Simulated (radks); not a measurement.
# As⁴⁺ in [Ar] 3d10 4s1: an all-electron calculation

One table from this session's results is given with a row withheld; the runs are named, their logs left out.

Program: radks (a radial shooting solver on a logarithmic mesh, Libxc functionals) version 1. Level of theory: scalar-relativistic Kohn-Sham, PBE, spin-polarised, spherical densities, finite nucleus; open shells are filled with parallel spins first. These are calculated values, not measurements, unless marked.

**The atom as given**

- element: arsenic (Z = 33)
- charge: +4
- electrons: 29
- configuration: [Ar] 3d10 4s1
- nuclear rms radius: 4.0968 fm

Outer shells as boxes (Hund's rule):

As⁴⁺
```
[Ar] core
3d [↑↓][↑↓][↑↓][↑↓][↑↓]
4s [↑ ]
```

Set-up of the first run:

Settings of this run:

```text
Z 33
configuration [Ar] 3d10 4s1 4p0 5s0
relativity scalar-relativistic
functional pbe,pbe
spin polarised
nucleus finite rms 4.0968 fm
c 137.035999084
```

The run is started by

```sh
$ python run_ks.py task.json out
```

The same process makes all the runs of this session.

Steps of the session up to this table: Self-consistent calculation.

One table of the session follows, with a row left open; its other results are not shown here.

It belongs to the step «Radial structure». Radial moments (bohr):

| level | <r> | outermost maximum (interpolated) | 90 % within | nodes |
| --- | --- | --- | --- | --- |
| 1s up | 0.04550 | 0.0297 | 0.0813 | 0 |
| 1s down | 0.04550 | 0.0297 | 0.0813 | 0 |
| 2s up | 0.2027 | 0.170 | 0.314 | 1 |
| 2s down | 0.2027 | 0.170 | 0.314 | 1 |
| 2p up | 0.1772 | 0.136 | 0.289 | 0 |
| 2p down | 0.1772 | 0.136 | 0.289 | 0 |
| 3s up | ? | ? | ? | ? |
| 3s down | 0.5975 | 0.522 | 0.892 | 2 |
| 3p up | 0.6163 | 0.521 | 0.945 | 1 |
| 3p down | 0.6154 | 0.521 | 0.943 | 1 |
| 3d up | 0.6686 | 0.476 | 1.12 | 0 |
| 3d down | 0.6648 | 0.476 | 1.11 | 0 |
| 4s up | 1.673 | 1.49 | 2.43 | 3 |
| 4s down | 1.666 | 1.49 | 2.42 | 3 |
| 4p up | 1.893 | 1.68 | 2.77 | 2 |
| 4p down | 1.883 | 1.67 | 2.76 | 2 |
| 5s up | 3.446 | 3.35 | 4.86 | 4 |

**Question.** Estimate the row for 3s up.

**Answer.** <r>: 0.5979; outermost maximum (interpolated): 0.522; 90 % within: 0.893; nodes: 2. In the column «<r>» it lies between 3s down (0.5975) and 3p down (0.6154).
